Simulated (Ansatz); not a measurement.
# B2FH3O2: up Jacob's ladder to CCSD(T)

The task here is to estimate one member of a computed series from the others.

Method: functionals in def2-TZVPP, the program's frozen cores in correlated methods; program: Ansatz 0.2.0, Gaussian basis.

Levels to be run: LDA (SPW92), PBE-D4, revPBE-D4, BLYP-D4, r2SCAN-D4, B97M-V, PBE0-D4, B3LYP-D4, r2SCANh-D4, r2SCAN0-D4, HSE06-D4, BHLYP-D4, CAM-B3LYP-D4, LC-ωPBE, ωB97X-V, ωB97M-V, B2PLYP, PBE-QIDH; CCSD(T)/def2-SVP; CCSD(T)/def2-TZVPP; MP2/def2-QZVPP; extrapolation to the limit; RPA on PBE.

## Structure used throughout

All runs share one geometry, relaxed beforehand with PBE0-D4 in a triple-zeta def2 set.

8 atoms, charge 0, spin multiplicity 1.

Atoms are counted from 1 here; the program's logs count them from 0.

Bond lengths: O1–B2 1.352 Å, O1–H6 0.959 Å, B2–O3 1.365 Å, B2–H7 1.197 Å, O3–B4 1.345 Å, B4–F5 1.327 Å, B4–H8 1.193 Å. Angles: B2–O1–H6 113.1°, O1–B2–O3 118.5°, O1–B2–H7 122.4°, O3–B2–H7 119.0°, B2–O3–B4 136.5°, O3–B4–F5 120.1°, O3–B4–H8 120.8°, F5–B4–H8 119.0°.

Set-up of the first run:

Input file in.yaml:

```yaml
crystal:
  periodic: [false, false, false]
  atoms:
    - {symbol: O, position_ang: [1.100492, 0.910686, 0.790895]}
    - {symbol: B, position_ang: [-0.209591, 0.577856, 0.764466]}
    - {symbol: O, position_ang: [-0.581673, -0.551140, 0.093751]}
    - {symbol: B, position_ang: [-0.252533, -1.151089, -1.064105]}
    - {symbol: F, position_ang: [0.241385, -0.436815, -2.066851]}
    - {symbol: H, position_ang: [1.277635, 1.700161, 1.306088]}
    - {symbol: H, position_ang: [-1.044664, 1.212017, 1.342469]}
    - {symbol: H, position_ang: [-0.438750, -2.318775, -1.222414]}
basis:
  gaussian: {orbitals: def2-TZVPP}
hamiltonian: {xc: lda}
output: {orbitals: {seedname: orbitals}}
```

Started as:

```
$ ansatz run in.yaml --threads 2 --pin off --events-out ev --progress --plain --max-ram 4352MiB
```

Among the steps run: LDA; PBE-D4 (GGA); revPBE-D4 (GGA); BLYP-D4 (GGA); r2SCAN-D4 (meta-GGA); B97M-V (meta-GGA); PBE0-D4 (hybrid); B3LYP-D4 (hybrid); r2SCANh-D4 (hybrid); r2SCAN0-D4 (hybrid); HSE06-D4 (hybrid); BHLYP-D4 (hybrid); CAM-B3LYP-D4 (range-separated); LC-ωPBE (range-separated); ωB97X-V (range-separated); ωB97M-V (range-separated); B2PLYP (double hybrid); PBE-QIDH (double hybrid).

One of the session's tables, all rows but one given; the rest of the session is left out.

It belongs to the step «Orbital energies across the functionals». 

| functional | HOMO (eV) | gap (eV) |
| --- | --- | --- |
| LDA (SPW92) | -8.09 | 6.60 |
| PBE-D4 | ? | ? |
| revPBE-D4 | -7.91 | 6.87 |
| BLYP-D4 | -7.91 | 6.85 |
| r2SCAN-D4 | -8.32 | 7.59 |
| B97M-V | -8.42 | 7.63 |
| PBE0-D4 | -9.55 | 9.43 |
| B3LYP-D4 | -9.33 | 8.94 |
| r2SCANh-D4 | -8.91 | 8.54 |
| r2SCAN0-D4 | -9.79 | 9.95 |
| HSE06-D4 | -9.14 | 8.63 |
| BHLYP-D4 | -11.10 | 12.02 |
| CAM-B3LYP-D4 | -11.06 | 12.01 |
| LC-ωPBE | -12.40 | 14.63 |
| ωB97X-V | -12.05 | 14.18 |
| ωB97M-V | -11.93 | 13.76 |

Q: Estimate the row for PBE-D4 from the others.

The run gave: HOMO (eV): -7.97; gap (eV): 6.80. In the column «HOMO (eV)» it lies between LDA (SPW92) (-8.09) and revPBE-D4 (-7.91).
